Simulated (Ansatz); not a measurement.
# C₄H₈O₃: up Jacob's ladder to CCSD(T)

How much do the methods differ for C₄H₈O₃? The plan is to run it at one geometry with functionals of several rungs and with coupled cluster, and see how far each lands from CCSD(T) at the basis-set limit for the atomisation energy.

Method: functionals in def2-TZVPP, the program's frozen cores in correlated methods; program: Ansatz 0.2.0, Gaussian basis.

Levels to be run: PBE-D4, r2SCAN-D4, PBE0-D4, B3LYP-D4, ωB97X-V, ωB97M-V, B2PLYP; CCSD(T)/def2-TZVPP; MP2/def2-QZVPP; extrapolation to the limit.

**1. Structure used throughout**

All runs share one geometry, relaxed beforehand with PBE0-D4 in a triple-zeta def2 set.

SMILES `COCOC(C)=O`, 15 atoms, charge 0, spin multiplicity 1.

Atoms are counted from 1 here; the program's logs count them from 0.

Bond lengths: C1–O2 1.412 Å, C1–H8 1.095 Å, C1–H9 1.095 Å, C1–H10 1.089 Å, O2–C3 1.373 Å, C3–O4 1.432 Å, C3–H11 1.089 Å, C3–H12 1.094 Å, O4–C5 1.347 Å, C5–C6 1.497 Å, C5–O7 1.200 Å, C6–H13 1.092 Å, C6–H14 1.087 Å, C6–H15 1.092 Å. Angles: O2–C1–H8 111.6°, O2–C1–H9 111.2°, O2–C1–H10 106.7°, H8–C1–H9 108.6°, H8–C1–H10 109.0°, H9–C1–H10 109.7°, C1–O2–C3 114.7°, O2–C3–O4 111.9°, O2–C3–H11 107.1°, O2–C3–H12 112.3°, O4–C3–H11 105.2°, O4–C3–H12 108.3°, H11–C3–H12 111.9°, C3–O4–C5 118.0°, O4–C5–C6 110.5°, O4–C5–O7 124.3°, C6–C5–O7 125.3°, C5–C6–H13 109.8° and more.

**2. PBE-D4 (GGA)**

File in.yaml:

```yaml
crystal:
  periodic: [false, false, false]
  atoms:
    - {symbol: C, position_ang: [-0.304331, 0.339733, 2.168372]}
    - {symbol: O, position_ang: [0.133474, -0.953294, 1.806142]}
    - {symbol: C, position_ang: [-0.283505, -1.374917, 0.567947]}
    - {symbol: O, position_ang: [0.465146, -0.759297, -0.486485]}
    - {symbol: C, position_ang: [-0.113268, 0.249008, -1.167791]}
    - {symbol: C, position_ang: [0.812955, 0.766101, -2.223767]}
    - {symbol: O, position_ang: [-1.218757, 0.664111, -0.951671]}
    - {symbol: H, position_ang: [0.186977, 1.114344, 1.571036]}
    - {symbol: H, position_ang: [-1.388161, 0.439328, 2.046343]}
    - {symbol: H, position_ang: [-0.039133, 0.478722, 3.215694]}
    - {symbol: H, position_ang: [-0.054047, -2.436993, 0.498200]}
    - {symbol: H, position_ang: [-1.345914, -1.175253, 0.397730]}
    - {symbol: H, position_ang: [1.750942, 1.088043, -1.767772]}
    - {symbol: H, position_ang: [0.344372, 1.594920, -2.748101]}
    - {symbol: H, position_ang: [1.053239, -0.034556, -2.925908]}
basis:
  gaussian: {orbitals: def2-TZVPP}
hamiltonian: {xc: pbe, dispersion: d4}
output: {forces: true, orbitals: {seedname: orbitals}}
```

Run with:

```console
$ ansatz run in.yaml --threads 2 --pin off --events-out ev --progress --plain --max-ram 32768MiB --backend cuda --devices 0, --max-vram 18GiB
```

The runs that follow: r2SCAN-D4 (meta-GGA); PBE0-D4 (hybrid); B3LYP-D4 (hybrid); ωB97X-V (range-separated); ωB97M-V (range-separated); B2PLYP (double hybrid); CCSD(T) in def2-TZVPP; MP2 in def2-QZVPP.

Before running them: what should the planned runs give, taken together? Wanted: atomisation energy, CCSD(T)/CBS; farthest; mean size of error, hybrid; mean size of error, range-separated; gap, smallest and largest; T1 diagnostic; triples share of the correlation energy.

The runs gave:

```
                               quantity                                 value
        atomisation energy, CCSD(T)/CBS                       1474.6 kcal/mol
functionals within 7.4 kcal/mol (0.5 %)            B3LYP-D4, ωB97X-V, ωB97M-V
                               farthest               PBE-D4 (+47.5 kcal/mol)
             mean size of error, hybrid                          4.3 kcal/mol
    mean size of error, range-separated                          5.2 kcal/mol
              gap, smallest and largest  5.31 eV (PBE-D4), 12.94 eV (ωB97X-V)
                          T1 diagnostic                                0.0137
triples share of the correlation energy                                 3.9 %
```

What this shows: PBE-D4 misses by +47.5 kcal/mol. Double hybrids carry the basis error of their MP2 part in triple zeta, and no dispersion term here, so their miss is partly the set-up's. Misses under about 7.4 kcal/mol are within the doubt on the reference itself, which lacks core-valence correlation, relativity and higher excitations. Hartree-Fock recovers 71 % of the binding; the rest is correlation. The gap grows from 5.3 to 12.9 eV across the functionals, mostly with the share of exact exchange.
